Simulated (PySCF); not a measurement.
# The bond of KCl, level by level

The task here is to estimate one member of a computed series from the others.

Method: K def2-SVPD, Cl def2-SVPD, no relativity; program: PySCF 2.14.0.

The first run:

A driver script around PySCF takes these settings:

```json
{
  "atoms": "K, Cl",
  "charge": "0",
  "basis": "K def2-SVPD, Cl def2-SVPD",
  "Hamiltonian": "no relativity",
  "basis functions": "54",
  "electrons treated": "36",
  "masses in u": "38.9637, 34.9689",
  "levels": "PBE0, PBE, r²SCAN, B3LYP, BLYP, BP86, HF, MP2, SCS-MP2, CCSD, CCSD(T)",
  "grid": "80 radial by 434 angular points",
  "occupations": "held fixed by the projection of orbital angular momentum",
  "dissociation limit": "K + Cl, each in its ground configuration",
  "starting distance in angstrom": "2.915",
  "values of 2S to try": "0, 2"
}
```

Started as:

```
$ OMP_NUM_THREADS=1 python dia.py task.json out
```

Steps of the session up to this table: The job; First curve: PBE0; Higher solutions at PBE0; PBE; r²SCAN (meta-GGA); B3LYP; BLYP (GGA); BP86 (GGA); RHF (mean field); Correlated methods on the Hartree–Fock reference.

One of the session's tables, all rows but one given; the rest of the session is left out.

It belongs to the step «Constants by level of theory». Differences from CCSD(T) in the same basis:

| level | Re (mÅ) | ωe (%) |
| --- | --- | --- |
| RHF | +10 | +0.6 |
| RHF-MP2 | -5 | +0.6 |
| RHF-SCS-MP2 | 0 | +0.2 |
| RHF-CCSD | -2 | +0.5 |
| PBE | ? | ? |
| BLYP | -22 | -0.2 |
| BP86 | -43 | +2.0 |
| r²SCAN | -37 | +3.6 |
| B3LYP | -36 | +2.5 |
| PBE0 | -53 | +4.6 |

**Question.** Estimate the row for PBE.

**Answer.** Re (mÅ): -45; ωe (%): +2.4. In the column «Re (mÅ)» it lies between PBE0 (-53) and BP86 (-43).
